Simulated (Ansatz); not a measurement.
# HSE06/STO-3G run of BF (SMILES [B]F)

Aim: the electronic atomisation energy of BF at HSE06/STO-3G, from 3 runs. 

The results are computed with Ansatz 0.2.0.

35 further runs of the same task are left out: 1 that didn't finish, 34 set aside as unsound or not needed.

### Step 1. Starting point

BF: 2 atoms, total charge 0, spin state singlet. As SMILES, `[B]F`. The coordinates come from a PBE0-D4/def2-TZVP relaxation.

Bond lengths: B1–F2 1.263 Å.

### Step 2. The energy at HSE06/STO-3G

in.yaml reads:

```yaml
basis:
  gaussian:
    orbitals: STO-3G
crystal:
  periodic: [false, false, false]
  atoms:
    - {symbol: B, position_ang: [0.000000, -0.000000, -0.009350]}
    - {symbol: F, position_ang: [-0.000000, 0.000000, 1.253740]}
hamiltonian:
  xc: hse06
accuracy: high
```

Launch:

```sh
ansatz run in.yaml --threads 1 --pin off --max-ram 3480MiB --events-out events.jsonl --progress --plain --runs-dir runs
```

Output:

```text
Warning: RAYON_NUM_THREADS=1 ignored (pool sized by the plan → 1); use --threads N
Functional definition: HSE06
  name "HSE06"
  parameter a = 0.25
  parameter omega = 0.11/bohr
  exchange = pbe_x - a*pbe_x_sr(omega) + a*exact_x_sr(omega)
  correlation = pbe_c
149 factors; integrals over basis functions are off by at most 3.9e-8 eV
35 factors; integrals over basis functions are off by at most 6.4e-10 eV
mean field evaluation 1: about -3339.9374 eV, gradient 8.5e0 eV
mean field evaluation 2: about -3339.8514 eV, gradient 9.7e0 eV
mean field evaluation 4: about -3340.1429 eV, gradient 8.4e-2 eV
mean field evaluation 8: about -3340.1361 eV, gradient 1.7e-4 eV
mean field evaluation 16: about -3340.1361 eV, gradient 9.0e-9 eV
mean field -3340.13608416 eV, -122.7477370672 hartree, gradient 9.0e-9 eV, S^2 0.000000; 0 other end points of the search recorded, 0 dependent functions left out
reference -3340.13608536 eV, -122.7477371114 hartree; 7, 7 occupied and 3, 3 virtual orbitals, 149 factors
Total energy: -3340.13608536 eV, -122.7477371114 hartree
```

Run time: 0.28 s. Hardware: 1 thread of Intel Xeon 6975P-C (Granite Rapids), shared host.

### Step 3. The B atom

job.yaml reads:

```yaml
crystal:
  periodic: [false, false, false]
  atoms:
    - {symbol: B, position_ang: [0.000000, 0.000000, 0.000000]}
basis:
  gaussian:
    orbitals: STO-3G
magnetization:
  spin_polarized: true
  initial_magnetization: 1
hamiltonian:
  xc: {name: HSE06}
accuracy: high
```

Run the same way, it converges to -24.23396 Eh (log not shown).

### Step 4. The F atom at the same level

input.yaml reads:

```yaml
crystal:
  periodic: [false, false, false]
  atoms:
    - {symbol: F, position_ang: [0.000000, 0.000000, 0.000000]}
basis:
  gaussian: {orbitals: STO-3G}
hamiltonian: {xc: {name: HSE06}}
accuracy: high
magnetization: {spin_polarized: true, initial_magnetization: 1}
```

Run the same way, it converges to -98.19947 Eh (log not shown).

### Step 5. Results

At HSE06/STO-3G:

| quantity | value |
| --- | --- |
| molecule: total energy | -122.74774 Eh |
| B atom: total energy | -24.23396 Eh |
| B atom: ⟨S²⟩ | 0.750 |
| F atom: total energy | -98.19947 Eh |
| F atom: ⟨S²⟩ | 0.750 |
| electronic atomisation energy | 8.553 eV |

In words: Taking the molecule apart into free atoms costs 8.55 eV (197 kcal/mol), before zero-point energy and without spin-orbit coupling. In a minimal basis such a difference can be off by several eV, whatever the method.
